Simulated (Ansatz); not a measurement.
# GdN (Fm-3m): magnetic orders compared

Which of a few magnetic orders of GdN (Fm-3m) is lowest at one geometry?

Program: Ansatz 0.2.0. Level of theory: DFT r²SCAN, scalar-relativistic, plane waves, PAW. These are calculated values, not measurements.

### 1 Starting point

It takes space group Fm-3m (No. 225, cubic). Conventional cell: a = 4.973 Å, b = 4.973 Å, c = 4.973 Å, α = 90.00°, β = 90.00°, γ = 90.00°. Gd (site symmetry m-3m) has 6 N at 2.49 Å as nearest neighbours. N (site symmetry m-3m) has 6 Gd at 2.49 Å as nearest neighbours.

Structure file:

```cif
data_structure
_symmetry_space_group_name_H-M 'P 1'
_symmetry_Int_Tables_number 1
_cell_length_a 3.5166
_cell_length_b 3.5166
_cell_length_c 3.5166
_cell_angle_alpha 60.000
_cell_angle_beta 60.000
_cell_angle_gamma 60.000
_cell_volume 30.75
loop_
_atom_site_label
_atom_site_type_symbol
_atom_site_fract_x
_atom_site_fract_y
_atom_site_fract_z
_atom_site_occupancy
Gd1 Gd 0.00000 0.00000 0.00000 1
N1 N 0.50000 0.50000 0.50000 1
```

An earlier run at r²SCAN left this cell at 15.375 Å³/atom and 0.05 GPa (12×12×12 mesh).

### 2 Ferromagnetic, larger cell

Input file input.yaml:

```yaml
crystal:
  lattice:
    - [0.0, 2.4865793971, -2.4865793971]
    - [0.0, 2.4865793971, 2.4865793971]
    - [4.9731587942, 0.0, 0.0]
  atoms:
    - { symbol: Gd, position: [0.0, 0.0, 0.0], spin: 7.0 }
    - { symbol: "N", position: [0.0, 1.0, 0.5] }
    - { symbol: Gd, position: [0.5, 0.5, 0.5], spin: 7.0 }
    - { symbol: "N", position: [0.5, 1.5, 1.0] }
basis:
  ecutwfc: 500
  ecutrho_ratio: 4
kpoints:
  mp_grid: { grid: [8, 8, 6] }
hamiltonian:
  xc: r2scan
scf:
  occupations: { method: gaussian, width: 0.05 }
  lower_state_search: "off"
output:
  forces: true
  stress: true
  eigenvalues: true
  populations: true
magnetization:
  spin_polarized: true
```

Run with:

```
$ ansatz run input.yaml --threads 4 --pin off --max-ram 10240MiB --backend cpu --events-out ev --progress --plain --runs-dir out
```

### 3 Antiferromagnetic, propagation vector (1, 0, 0)

input.yaml: that of step 2 with these lines changed.

```diff
@@ -8,3 +8,3 @@
     - { symbol: "N", position: [0.0, 1.0, 0.5] }
-    - { symbol: Gd, position: [0.5, 0.5, 0.5], spin: 7.0 }
+    - { symbol: Gd, position: [0.5, 0.5, 0.5], spin: -7.0 }
     - { symbol: "N", position: [0.5, 1.5, 1.0] }
```

### 4 Ferromagnetic, larger cell

Input file input.yaml:

```yaml
crystal:
  lattice:
    - [-2.4865793971, -2.4865793971, 4.9731587942]
    - [-4.9731587942, -2.4865793971, 2.4865793971]
    - [-2.4865793971, -4.9731587942, 2.4865793971]
  atoms:
    - { symbol: Gd, position: [0.0, 0.0, 0.0], spin: 7.0 }
    - { symbol: "N", position: [1.25, -0.75, -0.75] }
    - { symbol: Gd, position: [0.5, 0.5, 0.5], spin: 7.0 }
    - { symbol: "N", position: [1.75, -0.25, -0.25] }
basis:
  ecutwfc: 500
  ecutrho_ratio: 4
kpoints:
  mp_grid: { grid: [10, 10, 10] }
hamiltonian:
  xc: r2scan
scf:
  occupations: { method: gaussian, width: 0.05 }
  lower_state_search: "off"
output:
  forces: true
  stress: true
  eigenvalues: true
  populations: true
magnetization:
  spin_polarized: true
```

### 5 Antiferromagnetic, propagation vector (1/2, 1/2, -1/2)

input.yaml: that of step 4 with these lines changed.

```diff
@@ -8,3 +8,3 @@
     - { symbol: "N", position: [1.25, -0.75, -0.75] }
-    - { symbol: Gd, position: [0.5, 0.5, 0.5], spin: 7.0 }
+    - { symbol: Gd, position: [0.5, 0.5, 0.5], spin: -7.0 }
     - { symbol: "N", position: [1.75, -0.25, -0.25] }
```

### 6 No spin polarisation

Input file input.yaml:

```yaml
crystal:
  lattice:
    - [0.0, 2.4865793971, 2.4865793971]
    - [2.4865793971, 0.0, 2.4865793971]
    - [2.4865793971, 2.4865793971, 0.0]
  atoms:
    - { symbol: Gd, position: [0.0, 0.0, 0.0] }
    - { symbol: "N", position: [0.5, 0.5, 0.5] }
basis:
  ecutwfc: 500
  ecutrho_ratio: 4
kpoints:
  mp_grid: { grid: [12, 12, 12] }
hamiltonian:
  xc: r2scan
scf:
  occupations: { method: gaussian, width: 0.05 }
output:
  forces: true
  stress: true
  eigenvalues: true
```

(Steps that only read results are left out.)

Before running it: what results should come out? Wanted: orders tried; lowest; next above it.

As calculated:

```
            quantity                                                                 value
        orders tried                                                                     4
              lowest                                                         ferromagnetic
largest moment there                                                               6.93 μB
       next above it  antiferromagnetic, propagation vector (1/2, 1/2, -1/2), 5.4 meV/atom
```

**Reading.** Of the orders that kept their pattern, the lowest is: ferromagnetic. The next lies 5.4 meV/atom higher. Under stress at this geometry, and so lower once relaxed: no spin polarisation (-2.7 GPa). Only these orders were tried, at zero temperature; the one found in experiment may not be among them. No U or exact exchange acts on the open f shell of Gd, so the metal holds for this level alone. Spin–orbit coupling is left out, though the cell holds Gd; it splits the 4f levels.
